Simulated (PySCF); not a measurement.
# C3HN5S: the cost of one run

Computed with PySCF 2.14.0 and routines of our own; the level stands in each step. Atoms count from 0.

## 1. The system as given

10 atoms, charge 0, multiplicity 1; geometry from: GFN2-xTB.

## 2. Optimising the geometry at PBE0-D3(BJ)/def2-SVP

Job settings and geometry (Å):

```
{"job": {"xc": "PBE0", "basis": "def2-SVP", "d3": "d3bj", "grid": 2, "kind": "geom"}, "charge": 0, "multiplicity": 1}
C     -1.730482    -0.275740    -0.232620
N     -1.603996     1.014961     0.103558
N     -0.454722     1.530623     0.341588
C      0.605848     0.722598     0.236880
N      1.887449     1.038913     0.436848
S      2.764835    -0.269983     0.185924
N      1.610468    -1.310188    -0.185666
C      0.442450    -0.668021    -0.130849
N     -0.771875    -1.163974    -0.367683
H     -2.741093    -0.614536    -0.410509
```

Started as:

```bash
OMP_NUM_THREADS=1 python excited_run.py task.json out
```

This one command runs all jobs of the session in turn.

Q: Estimate the wall time and peak memory of this first job on 1 thread of Intel Xeon Platinum 8559C, shared host.

About 67 s, with a peak of 0.7 GiB.
